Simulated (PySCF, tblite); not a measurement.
**C4H11F3OSi2: geometry, infrared bands and NMR shifts**

What infrared bands and NMR shifts should C4H11F3OSi2 (`COC[SiH2][SiH2]CC(F)(F)F`) show?

Computed with tblite 0.8.0 and PySCF 2.14.0, with density-fitted response routines of our own, on a single molecule in the gas phase. Atoms are numbered from 0 throughout.

### Step 1. The starting structure

21 atoms, charge 0, multiplicity 1; geometry from: force field or distance geometry start.

Bonds of the start (Å): C0–O1 1.41, O1–C2 1.36, C2–Si3 1.88, Si3–Si4 2.23, Si4–C5 1.87, C5–C6 1.52, C6–F7 1.38, C6–F8 1.39, C6–F9 1.37, C0–H10 1.12, C0–H11 1.10, C0–H12 1.10, C2–H13 1.11, C2–H14 1.10, Si3–H15 1.49, Si3–H16 1.47, Si4–H17 1.47, Si4–H18 1.47, C5–H19 1.10, C5–H20 1.09.

### Step 2. Relaxing the molecule with GFN2-xTB

What the job is given:

```
{"job": {"kind": "relax", "xc": "GFN2-xTB", "basis": "xTB"}, "charge": 0, "multiplicity": 1}
C      3.889300    -0.102900     0.381200
O      2.564900     0.373500     0.409400
C      1.879300     0.088800    -0.727400
Si     0.150900     0.795800    -0.511100
Si    -1.079400    -0.792500     0.460400
C     -2.908100    -0.550300     0.138200
C     -3.204700     0.941100     0.078600
F     -2.500400     1.579200    -0.919700
F     -2.827200     1.511200     1.288200
F     -4.544300     1.136400    -0.158000
H      4.332500     0.184900     1.365500
H      3.930400    -1.195900     0.306300
H      4.421000     0.427700    -0.419400
H      2.293400     0.534000    -1.660900
H      1.755500    -1.002000    -0.771000
H      0.306400     1.957900     0.406600
H     -0.361000     1.191200    -1.825600
H     -0.654200    -2.119000    -0.010400
H     -0.803200    -0.752500     1.904700
H     -3.427400    -0.950800     1.027000
H     -3.222700    -1.084300    -0.763000
```

Run with:

```bash
> OMP_NUM_THREADS=1 python probes_run.py task.json out
```

The driver reads the jobs from task.json and runs them one after another.

**Question.** This job is followed by: GFN2-xTB harmonic vibrations, gas phase; GIAO PBE0/pcSseg-1 NMR shielding, non-relativistic, gas phase. Predict these results of the whole session: strongest single infrared mode (GFN2-xTB); zero-point energy (GFN2-xTB); ¹³C shifts against TMS (PBE0/pcSseg-1); ¹H shifts against TMS (PBE0/pcSseg-1, means over atoms taken as alike); ¹⁷O shifts against H2O (PBE0/pcSseg-1); ²⁹Si shifts against TMS (PBE0/pcSseg-1); ¹⁹F shifts against CFCl3 (PBE0/pcSseg-1, means over atoms taken as alike).

As calculated:

| quantity | value |
| --- | --- |
| strongest single infrared mode (GFN2-xTB) | 634 cm⁻¹, 507 km/mol |
| zero-point energy (GFN2-xTB) | 88.8 kcal/mol |
| ¹³C shifts against TMS (PBE0/pcSseg-1) | 138.2, 64.6, 62.0, 22.0 ppm |
| ¹H shifts against TMS (PBE0/pcSseg-1, means over atoms taken as alike) | 4.26, 4.09, 3.49, 3.26, 1.45 ppm |
| ¹⁷O shifts against H2O (PBE0/pcSseg-1) | 23.6 ppm |
| ²⁹Si shifts against TMS (PBE0/pcSseg-1) | -60.1, -79.4 ppm |
| ¹⁹F shifts against CFCl3 (PBE0/pcSseg-1, means over atoms taken as alike) | -74.1 ppm |

What this shows: Relaxing lowered the energy by 0.826 eV in 175 steps; the close pair that moved most is Si3–Si4, from 2.232 to 2.320 Å. All 57 modes are real, so the xTB geometry is a minimum. The strongest single mode, at 634 cm⁻¹, is spread over several atoms, H15, H18, H16 among them. GFN2-xTB is a fitted tight-binding method: band positions and strengths are rough. Its intensities can rank the bands wrongly. At PBE0/pcSseg-1: Shielding is most anisotropic at F7, F8, F9 (span 185 ppm, paramagnetic term -228 ppm).
